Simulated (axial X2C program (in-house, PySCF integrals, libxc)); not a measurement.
# A two-component session on MoN⁺: properties at the nuclei

Aim: properties at the nuclei of MoN⁺, with spin–orbit coupling in the Hamiltonian from the start.

Program: an in-house X2C program for linear molecules on PySCF integrals. Level of theory: two-component X2C with atomic mean-field terms, Mo dyall-cv3z, N dyall-av3z. These are calculated values, not measurements.

**1. Input**

task.json reads:

```json
{"zs": [42, 7], "q": 1, "bas": ["dyall-cv3z", "dyall-av3z"], "r0": 1.81, "levels": ["PBE0", "HF", "PBE", "BP86", "PBE50"], "nst": 3}
```

Keys: zs atomic numbers; q charge; bas basis sets; r0 starting distance in Å; levels methods (HF also brings MP2); nst determinants followed.

The run is started by

```console
> python soeom.py task.json out
```

Nuclei are Gaussian, cores are contracted, and the Gaunt term is on.

**2. Expectation values, lowest determinant**

R = 1.579 Å. State: Ω = 1 (excess of +ω over −ω: ω = -3/2, ω = 5/2).

Output of the PBE0 run:

```text
two-component X2C + atomic mean field  PBE0
basis functions 211  fitting functions 972  grid points 5073
iter        total energy     max residual
   1      -4100.972642077     1.13e-05
   2      -4100.972642078     2.48e-05
   3      -4100.972642086     7.56e-06
   4      -4100.972642088     2.43e-06
converged
one-electron -5837.56960665  Coulomb 1771.04642135  exact exchange -32.22098252  xc functional -98.85663091  nuclear repulsion 98.52951236  atomic mean-field constant -1.90135572
```

The highest occupied spinor is 96% Mo d, 2% N f.

```tsv
level	Eeff magnitude (GV/cm)	Ws magnitude Mo (kHz)	A∥/gI Mo (MHz)	qzz Mo (a.u.)	A∥/gI N (MHz)	qzz N (a.u.)
PBE0	1.19	0.584	-952	0.12	-12.5	-0.42
HF	3.17	1.56	-1710	0.45	-86.5	-0.36
PBE	0.897	0.435	-818	-0.35	-11.4	-0.42
BP86	0.896	0.437	-790	-0.37	-9.58	-0.43
PBE50	1.61	0.786	-1110	0.54	-16.2	-0.42
```

Eeff is the effective electric field on the electron dipole moment in this Ω state and Ws the scalar–pseudoscalar constant (defined with the proton number Z and per Ω); A∥ is the parallel hyperfine constant, which follows by multiplying with the nuclear g factor gI = μI/(I μN); qzz is the electric field gradient, eQq0 = 234.96 MHz × Q/barn × qzz. The operators were transformed with the bare-nucleus X2C matrices.

**3. Expectation values, a higher determinant**

R = 1.579 Å. State: Ω = 0 (closed shell), 0.87 eV above the lowest in the PBE0 search for states (made at or near this distance, with looser thresholds).

Output of the PBE0 run:

```text
two-component X2C + atomic mean field  PBE0
basis functions 211  fitting functions 972  grid points 5073
iter        total energy     max residual
   1      -4100.940549195     3.92e-06
   2      -4100.940549197     4.10e-06
converged
one-electron -5837.43622435  Coulomb 1770.88985237  exact exchange -32.20679059  xc functional -98.81554326  nuclear repulsion 98.52951236  atomic mean-field constant -1.90135572
```

The highest occupied spinor is 96% Mo d, 2% N d, 2% N f.

```tsv
level	qzz Mo (a.u.)	qzz N (a.u.)
PBE0	0.06	-0.44
HF	1.62	-0.39
PBE	-0.45	-0.43
BP86	-0.48	-0.43
PBE50	0.59	-0.45
```

**4. Expectation values, a higher determinant**

R = 1.579 Å. State: Ω = 4 (excess of +ω over −ω: ω = 3/2, ω = 5/2), 1.03 eV above the lowest in the PBE0 search for states (made at or near this distance, with looser thresholds).

Output of the PBE0 run:

```text
two-component X2C + atomic mean field  PBE0
basis functions 211  fitting functions 972  grid points 5073
iter        total energy     max residual
   1      -4100.934692944     2.07e-05
   2      -4100.934692963     3.44e-05
   3      -4100.934692979     1.27e-05
   4      -4100.934692986     5.59e-06
   5      -4100.934692990     1.20e-06
   6      -4100.934692990     7.16e-07
converged
one-electron -5837.35686871  Coulomb 1770.81368570  exact exchange -32.20625322  xc functional -98.81341340  nuclear repulsion 98.52951236  atomic mean-field constant -1.90135572
```

The highest occupied spinor is 96% Mo d, 2% N d, 2% N f.

```tsv
level	Eeff magnitude (GV/cm)	Ws magnitude Mo (kHz)	A∥/gI Mo (MHz)	qzz Mo (a.u.)	A∥/gI N (MHz)	qzz N (a.u.)
PBE0	0.0433	0.00175	360	-0.01	1.39	-0.44
HF	0.0627	0.00293	341	1.58	-8.41	-0.39
PBE	0.0268	1.14e-05	365	-0.53	2.93	-0.43
BP86	0.0263	8.28e-05	365	-0.57	2.93	-0.44
PBE50	0.0619	0.00375	356	0.53	-0.756	-0.45
```

**5. What came out**

| quantity | value |
| --- | --- |
| lowest determinant | Ω = 1 (excess of +ω over −ω: ω = -3/2, ω = 5/2) |
| Eeff magnitude (GV/cm), PBE0 | 1.19 |
| Ws magnitude Mo (kHz), PBE0 | 0.584 |
| A∥/gI Mo (MHz), PBE0 | -952 |
| qzz Mo (a.u.), PBE0 | 0.12 |
| higher determinant | Ω = 0 (closed shell) |
| qzz Mo (a.u.), PBE0, higher determinant | 0.06 |
| qzz N (a.u.), PBE0, higher determinant | -0.44 |
| higher determinant | Ω = 4 (excess of +ω over −ω: ω = 3/2, ω = 5/2) |
| Eeff magnitude (GV/cm), PBE0, higher determinant | 0.0433 |
| Ws magnitude Mo (kHz), PBE0, higher determinant | 0.00175 |
| A∥/gI Mo (MHz), PBE0, higher determinant | 360 |
| qzz Mo (a.u.), PBE0, higher determinant | -0.01 |

**Reading.** In the first state, the effective field runs from 0.896 to 3.17 GV/cm over the mean-field levels, so the levels don't agree on it. The expectation values come from single determinants, which for open shells can mix terms of unlike spin or miss the lowest Ω, so a determinant need not be a state. Eeff is the effective electric field on the electron dipole moment in this Ω state and Ws the scalar–pseudoscalar constant (defined with the proton number Z and per Ω); A∥ is the parallel hyperfine constant, which follows by multiplying with the nuclear g factor gI = μI/(I μN); qzz is the electric field gradient, eQq0 = 234.96 MHz × Q/barn × qzz. The operators were transformed with the bare-nucleus X2C matrices.
